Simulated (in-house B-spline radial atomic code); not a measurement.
# Ir³⁹⁺: ionisation energy by several methods

Wanted: one ionisation energy, Ir³⁹⁺ to configuration [Kr] 4d1, up the ladder of functionals.

The numbers are computed with in-house B-spline radial atomic code version 1 (Dirac-Coulomb, several functionals; spherical all-electron atom at the radial basis limit), except any that are marked as measured or tabulated.

## 1. The system

| Item | Value |
| --- | --- |
| element | iridium (Z = 77) |
| charge | +39 |
| electrons | 38 |
| configuration | [Kr] 4d2 |
| nucleus | Fermi, rms radius 5.403 fm |

Outer shells as boxes (Hund's rule):

[Kr] 4d2
```
[Kr] core
4d [↑ ][↑ ][  ][  ][  ]
```

The boxes only draw the filling; these runs are spin-restricted and spherical.

## 2. PBE

Settings of the run:

```ini
Z = 77
electrons = 38.0
configuration = [Kr] 4d2
hamiltonian = dirac
method = pbe,pbe
spin_polarised = False
nucleus = fermi
rms_radius = 5.4032
mass_number = 193
atomic_mass = 192.962923753
speed_of_light = 137.035999084
```

## 3. OLYP

Changes to the settings of step 2:

```diff
@@ -4,3 +4,3 @@
 hamiltonian = dirac
-method = pbe,pbe
+method = optx,lyp
 spin_polarised = False
```

## 4. LDA (VWN5)

Changes to the settings of step 3:

```diff
@@ -4,3 +4,3 @@
 hamiltonian = dirac
-method = optx,lyp
+method = lda,vwn
 spin_polarised = False
```

Q: The tabulated ionisation energy is 1801 ± 4 eV (tabulated theoretical; NIST Atomic Spectra Database). What does each method give, and which comes nearest?

As calculated:

| method | rung | total energy (hartree) | ΔSCF (eV) | with Breit, QED, recoil (eV) | −ε highest (eV) | corrected ΔSCF less tabulated (eV) |
| --- | --- | --- | --- | --- | --- | --- |
| LDA (VWN5) | LDA | -16911.2542 | 1787.93 | 1787.06 | 1749.08 (4d5/2) | -13.94 |
| PBE | GGA | -16921.8401 | 1787.61 | 1786.74 | 1748.87 (4d5/2) | -14.26 |
| OLYP | GGA | -16926.2395 | 1790.50 | 1789.63 | 1751.73 (4d5/2) | -11.37 |

Tables give 1801 ± 4 eV (tabulated theoretical; NIST Atomic Spectra Database) for the ionisation energy. OLYP misses by -11.37 eV, the least, and PBE by -14.26 eV (0.79 %), the most. All methods miss on the same side by much the same amount, which points to something that they share. Open shells are averaged (over orientations, and over spins where the run is restricted), while tables refer to the lowest levels.

Members of this set that are not shown: 1 used exact exchange with fractional occupations of an open shell, which is unsound here.
